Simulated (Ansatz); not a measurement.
# CH6OSi: the cost of one run

Method: PBE0-D4/def2-TZVP structures, single points in def2-TZVPP, no counterpoise correction; program: Ansatz 0.2.0, Gaussian basis.

Levels: SPW92, PBE-D4, BLYP-D4, r2SCAN-D4, B97M-V, PBE0-D4, B3LYP-D4, r2SCAN0-D4, BHLYP-D4, CAM-B3LYP-D4, wB97X-V, wB97M-V, B2PLYP, PBE-QIDH, RPA on PBE, Hartree-Fock, MP2, CCSD, CCSD(T).

Correlated methods freeze the cores. B3LYP uses VWN-RPA correlation. B2PLYP carries no dispersion term here.

94 further runs of the same task are left out: 94 set aside as unsound or not needed.

### Step 1. Starting geometry

The complex: 13 atoms, charge 0, spin multiplicity 1.

Atoms are counted from 1 here; the program's logs count them from 0.

Bond lengths: Si1–O3 1.665 Å, Si1–H5 1.489 Å, Si1–H6 1.478 Å, Si1–H8 1.489 Å, N2–H7 1.013 Å, N2–H9 1.013 Å, N2–H10 1.013 Å, O3–C4 1.401 Å, C4–H11 1.099 Å, C4–H12 1.093 Å, C4–H13 1.099 Å. Angles: O3–Si1–H5 106.1°, O3–Si1–H6 101.6°, O3–Si1–H8 106.1°, H5–Si1–H6 115.0°, H5–Si1–H8 111.5°, H6–Si1–H8 115.0°, H7–N2–H9 107.7°, H7–N2–H10 107.7°, H9–N2–H10 107.7°, Si1–O3–C4 120.8°, O3–C4–H11 111.8°, O3–C4–H12 108.9°, O3–C4–H13 111.8°, H11–C4–H12 108.1°, H11–C4–H13 108.0°, H12–C4–H13 108.1°.

As a file:

```
Si   -0.1296   -0.3443   -0.1801
N     1.7454   -1.4528    1.2766
O    -1.3386    0.2865   -1.1354
C    -1.6186    1.6589   -1.1250
H    -0.4938   -0.0080    1.2243
H    -0.2022   -1.7814   -0.5178
H     2.2257   -0.7567    1.8336
H     1.1262    0.3387   -0.5974
H     1.3624   -2.1434    1.9108
H     2.4371   -1.9156    0.6994
H    -0.7519    2.2550   -1.4424
H    -2.4394    1.8571   -1.8186
H    -1.9228    2.0061   -0.1279
```

Its parts: CH₆OSi holds atoms 1, 3, 4, 5, 6, 8, 11, 12, 13; NH₃ holds atoms 2, 7, 9, 10. Each part counts its atoms afresh in its own runs.

### Step 2. Relaxing CH₆OSi alone

File relax-a/in.yaml:

```yaml
crystal:
  periodic: [false, false, false]
  atoms:
    - {symbol: Si, position_ang: [-0.129650, -0.344287, -0.180055]}
    - {symbol: O, position_ang: [-1.338612, 0.286495, -1.135413]}
    - {symbol: C, position_ang: [-1.618620, 1.658867, -1.125012]}
    - {symbol: H, position_ang: [-0.493773, -0.007963, 1.224312]}
    - {symbol: H, position_ang: [-0.202156, -1.781450, -0.517847]}
    - {symbol: H, position_ang: [1.126239, 0.338732, -0.597377]}
    - {symbol: H, position_ang: [-0.751857, 2.254964, -1.442373]}
    - {symbol: H, position_ang: [-2.439352, 1.857092, -1.818600]}
    - {symbol: H, position_ang: [-1.922785, 2.006121, -0.127922]}
basis:
  gaussian: {orbitals: def2-TZVP}
hamiltonian: {xc: pbe0, dispersion: d4}
relax: {f_tol: 0.005, max_steps: 200}
```

Run with:

```bash
$ ansatz run in.yaml --threads 4 --pin off --events-out ev --progress --plain --max-ram 9574MiB
```

**Question.** How long does this run take on 4 threads of Arm Neoverse V1, shared host?

About 9 s.
